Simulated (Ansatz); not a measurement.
# F3HSi: the cost of one run

All numbers below are computed with Ansatz 0.2.0 (RKS B3LYP-D4/def2-SVP).

**1. The system as given**

Bond lengths: Si1–H2 1.460 Å, Si1–F3 1.590 Å, Si1–F4 1.589 Å, Si1–F5 1.589 Å. Angles: H2–Si1–F3 109.5°, H2–Si1–F4 109.5°, H2–Si1–F5 109.5°, F3–Si1–F4 109.5°, F3–Si1–F5 109.5°, F4–Si1–F5 109.5°.

Structure file:

```xyz
5

Si    0.0000    0.0000    0.0000
H     0.0000    0.0000    1.4600
F     1.4994    0.0000   -0.5295
F    -0.7489    1.2974   -0.5295
F    -0.7489   -1.2974   -0.5295
```

**2. Preparing the start**

input.yaml

```yaml
crystal:
  periodic: [false, false, false]
  atoms:
    - { symbol: Si, position_ang: [0.0, 0.0, 0.0] }
    - { symbol: H, position_ang: [0.0, 0.0, 1.46] }
    - { symbol: F, position_ang: [1.4994, 0.0, -0.5295] }
    - { symbol: F, position_ang: [-0.7489, 1.2974, -0.5295] }
    - { symbol: F, position_ang: [-0.7489, -1.2974, -0.5295] }
basis:
  gaussian: { orbitals: def2-SVP }
hamiltonian:
  xc: b3lyp
  dispersion: d4
relax:
  f_tol: 0.02
  max_steps: 40
output:
  orbitals: {}
```

Launch:

```sh
ansatz run input.yaml --threads 1 --pin off --max-ram 2048MiB --backend cpu --events-out ev --progress --plain --runs-dir out
```

Q: Estimate wall time and peak memory on 1 thread of Arm Neoverse V2, shared host.

About 5.2 s, with a peak of 0.12 GiB.
